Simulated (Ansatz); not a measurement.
# C₄H₁₂N₂Si: small, medium and large basis sets

Aim: see how fast density functionals converge with the basis set for C₄H₁₂N₂Si.

Method: one geometry, several basis sets; program: Ansatz 0.2.0, Gaussian basis.

The runs, in order: PBE0-D4/def2-SVP; ωB97M-V/def2-SVP; PBE0-D4/def2-QZVPP; ωB97M-V/def2-QZVPP; the functionals' def2-TZVPP values are taken from earlier runs.

### Step 1. Structure used throughout

The geometry comes from an earlier relaxation with PBE0-D4 in a triple-zeta def2 set; it is a stationary point, not always the lowest conformer.

19 atoms, charge 0, spin multiplicity 1.

Atoms are counted from 1 here; the program's logs count them from 0.

Bond lengths: C1–N2 1.446 Å, C1–H8 1.098 Å, C1–H9 1.098 Å, C1–H10 1.094 Å, N2–C3 1.443 Å, N2–Si4 1.730 Å, C3–H11 1.099 Å, C3–H12 1.089 Å, C3–H13 1.098 Å, Si4–N5 1.730 Å, N5–C6 1.443 Å, N5–C7 1.446 Å, C6–H14 1.099 Å, C6–H15 1.089 Å, C6–H16 1.098 Å, C7–H17 1.098 Å, C7–H18 1.094 Å, C7–H19 1.098 Å. Angles: N2–C1–H8 111.6°, N2–C1–H9 111.3°, N2–C1–H10 110.0°, H8–C1–H9 107.7°, H8–C1–H10 107.7°, H9–C1–H10 108.3°, C1–N2–C3 112.7°, C1–N2–Si4 116.9°, C3–N2–Si4 129.9°, N2–C3–H11 112.5°, N2–C3–H12 110.8°, N2–C3–H13 110.0°, H11–C3–H12 108.5°, H11–C3–H13 107.1°, H12–C3–H13 107.7°, N2–Si4–N5 104.5°, Si4–N5–C6 129.9°, Si4–N5–C7 116.9° and more.

### Step 2. PBE0-D4 in def2-SVP

Input file in.yaml:

```yaml
crystal:
  periodic: [false, false, false]
  atoms:
    - {symbol: C, position_ang: [2.771011, -0.292067, -0.382329]}
    - {symbol: N, position_ang: [1.327259, -0.339148, -0.318803]}
    - {symbol: C, position_ang: [0.822639, -1.676420, -0.124126]}
    - {symbol: Si, position_ang: [0.479190, 1.128000, -0.666267]}
    - {symbol: N, position_ang: [-1.098441, 0.885257, 0.000548]}
    - {symbol: C, position_ang: [-1.521783, 0.047734, 1.096075]}
    - {symbol: C, position_ang: [-2.152362, 1.751802, -0.478013]}
    - {symbol: H, position_ang: [3.227504, -0.558208, 0.579917]}
    - {symbol: H, position_ang: [3.159724, -0.985142, -1.139961]}
    - {symbol: H, position_ang: [3.101636, 0.718262, -0.639325]}
    - {symbol: H, position_ang: [1.025600, -2.060008, 0.885426]}
    - {symbol: H, position_ang: [-0.251650, -1.714282, -0.297857]}
    - {symbol: H, position_ang: [1.300538, -2.364671, -0.833282]}
    - {symbol: H, position_ang: [-2.223162, -0.736714, 0.779467]}
    - {symbol: H, position_ang: [-0.666229, -0.427050, 1.573910]}
    - {symbol: H, position_ang: [-2.035057, 0.653038, 1.854454]}
    - {symbol: H, position_ang: [-2.966068, 1.180592, -0.943563]}
    - {symbol: H, position_ang: [-1.757650, 2.441434, -1.229501]}
    - {symbol: H, position_ang: [-2.584400, 2.343492, 0.339730]}
basis:
  gaussian: {orbitals: def2-SVP}
hamiltonian: {xc: pbe0, dispersion: d4}
output: {orbitals: {seedname: orbitals}}
```

Run with:

```console
ansatz run in.yaml --threads 2 --pin off --events-out ev --progress --plain --max-ram 32768MiB --backend cpu
```

The runs that follow: ωB97M-V in def2-SVP; PBE0-D4 in def2-QZVPP; ωB97M-V in def2-QZVPP.

**Question.** What will the summary of the whole plan be? Wanted: PBE0-D4: double and triple zeta above quadruple; ωB97M-V: double and triple zeta above quadruple.

**Answer**, as computed:

| quantity | value |
| --- | --- |
| PBE0-D4: double and triple zeta above quadruple | 11.58, 0.69 eV |
| ωB97M-V: double and triple zeta above quadruple | 11.99, 0.67 eV |

PBE0-D4 gains 10.89 eV from double to triple zeta, then 0.69 eV more. Total energies overstate the basis error of differences, where much of it tends to cancel. The LUMO of ωB97M-V is positive and keeps falling with the basis (1.64 to 1.03 eV): an unbound level that the basis holds in place.
